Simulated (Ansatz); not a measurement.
# CH₄AlNSe: basis-set convergence

One table from this session's results is given with a row withheld; the runs are named, their logs left out.

Method: one geometry, several basis sets; program: Ansatz 0.2.0, Gaussian basis.

Levels to be run: PBE0-D4/def2-SVP; ωB97M-V/def2-SVP; PBE0-D4/def2-QZVPP; ωB97M-V/def2-QZVPP; the functionals' def2-TZVPP values are taken from earlier runs.

### The geometry

An earlier PBE0-D4 in a triple-zeta def2 set relaxation fixed the geometry.

SMILES `[AlH2]/[N]=C\[SeH]`, 8 atoms, charge 0, spin multiplicity 1.

Atoms are counted from 1 here; the program's logs count them from 0.

Bond lengths: Al1–N2 1.752 Å, Al1–H5 1.579 Å, Al1–H6 1.579 Å, N2–C3 1.233 Å, C3–Se4 1.932 Å, C3–H7 1.097 Å, Se4–H8 1.469 Å. Angles: N2–Al1–H5 117.3°, N2–Al1–H6 117.3°, H5–Al1–H6 125.4°, Al1–N2–C3 177.5°, N2–C3–Se4 123.3°, N2–C3–H7 124.8°, Se4–C3–H7 111.9°, C3–Se4–H8 94.7°.

Set-up of the first run:

File in.yaml:

```yaml
crystal:
  periodic: [false, false, false]
  atoms:
    - {symbol: Al, position_ang: [0.007754, 2.010045, -0.314811]}
    - {symbol: N, position_ang: [-0.198138, 0.297492, -0.006701]}
    - {symbol: C, position_ang: [-0.289868, -0.914964, 0.199255]}
    - {symbol: Se, position_ang: [1.202677, -2.132366, 0.052489]}
    - {symbol: H, position_ang: [-0.221089, 2.512435, -1.793993]}
    - {symbol: H, position_ang: [0.384162, 2.927087, 0.914042]}
    - {symbol: H, position_ang: [-1.214117, -1.432894, 0.484663]}
    - {symbol: H, position_ang: [0.420820, -3.323936, 0.409255]}
basis:
  gaussian: {orbitals: def2-SVP}
hamiltonian: {xc: pbe0, dispersion: d4}
output: {orbitals: {seedname: orbitals}}
```

Started as:

```console
> ansatz run in.yaml --threads 2 --pin off --events-out ev --progress --plain --max-ram 4352MiB
```

Steps of the session up to this table: PBE0-D4 in def2-SVP; ωB97M-V in def2-SVP; PBE0-D4 in def2-QZVPP; ωB97M-V in def2-QZVPP.

One of the session's tables, all rows but one given; the rest of the session is left out.

It belongs to the step «Functionals by basis». 

```
functional       basis  HOMO (eV)
   PBE0-D4    def2-SVP      -6.91
   PBE0-D4  def2-TZVPP      -6.95
   PBE0-D4  def2-QZVPP      -6.96
   ωB97M-V    def2-SVP      -9.03
   ωB97M-V  def2-TZVPP          ?
   ωB97M-V  def2-QZVPP      -9.12
```

Estimate the missing values for ωB97M-V, def2-TZVPP.

The run gave: HOMO (eV): -9.11. In the column «HOMO (eV)» it lies between ωB97M-V, def2-QZVPP (-9.12) and ωB97M-V, def2-SVP (-9.03).
